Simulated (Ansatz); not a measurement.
# Cl2F4HTa: the cost of one run

All numbers below are computed with Ansatz 0.2.0 (RKS B3LYP/def2-SVP).

**1. The structure to begin with**

Bond lengths: Ta1–Cl2 2.820 Å, Ta1–F3 1.930 Å, Ta1–Cl4 2.470 Å, Ta1–F5 1.930 Å, Ta1–F6 1.930 Å, Ta1–F7 2.230 Å. Angles (14 of 15 angles, heavy atoms first): Cl2–Ta1–F3 90.0°, Cl2–Ta1–Cl4 90.0°, Cl2–Ta1–F5 120.0°, Cl2–Ta1–F6 120.0°, Cl2–Ta1–F7 71.6°, F3–Ta1–Cl4 180.0°, F3–Ta1–F5 90.0°, F3–Ta1–F6 90.0°, F3–Ta1–F7 125.2°, Cl4–Ta1–F5 90.0°, Cl4–Ta1–F6 90.0°, Cl4–Ta1–F7 54.8°, F5–Ta1–F6 120.0°, F5–Ta1–F7 60.3°.

Coordinates:

```xyz
8

Ta    0.0000    0.0000    0.0000
Cl    2.8200    0.0000    0.0000
F     0.0000    0.0000    1.9300
Cl    0.0000    0.0000   -2.4700
F    -0.9650    1.6714    0.0000
F    -0.9650   -1.6714    0.0000
F     0.7032    1.6809   -1.2857
H     1.9024    1.2314   -0.9418
```

**2. Pulling towards end A**

Springs on the bonds that form and break draw the guess towards this end; the thresholds are loose.

input.yaml

```yaml
crystal:
  periodic: [false, false, false]
  atoms:
    - { symbol: Ta, position_ang: [0.0, 0.0, 0.0] }
    - { symbol: Cl, position_ang: [2.82, 0.0, 0.0] }
    - { symbol: F, position_ang: [0.0, 0.0, 1.93] }
    - { symbol: Cl, position_ang: [0.0, 0.0, -2.47] }
    - { symbol: F, position_ang: [-0.965, 1.6714, 0.0] }
    - { symbol: F, position_ang: [-0.965, -1.6714, 0.0] }
    - { symbol: F, position_ang: [0.7032, 1.6809, -1.2857] }
    - { symbol: H, position_ang: [1.9024, 1.2314, -0.9418] }
basis:
  gaussian: { orbitals: def2-SVP }
hamiltonian:
  xc: b3lyp
relax:
  f_tol: 0.15
  max_steps: 25
  restrain:
    - { distance: [0, 6], at: 3.13, k: 30.0 }
    - { distance: [7, 1], at: 2.57, k: 30.0 }
    - { distance: [0, 1], at: 2.47, k: 30.0 }
    - { distance: [7, 6], at: 0.92, k: 30.0 }
```

On the command line:

```console
$ ansatz run input.yaml --threads 4 --pin off --max-ram 5120MiB --backend cpu --events-out ev --progress --plain --runs-dir out
```

**Question.** How long does this run take on 4 threads of Arm Neoverse V1, shared host, and how much memory does it need?

About 49 s, with a peak of 0.34 GiB.
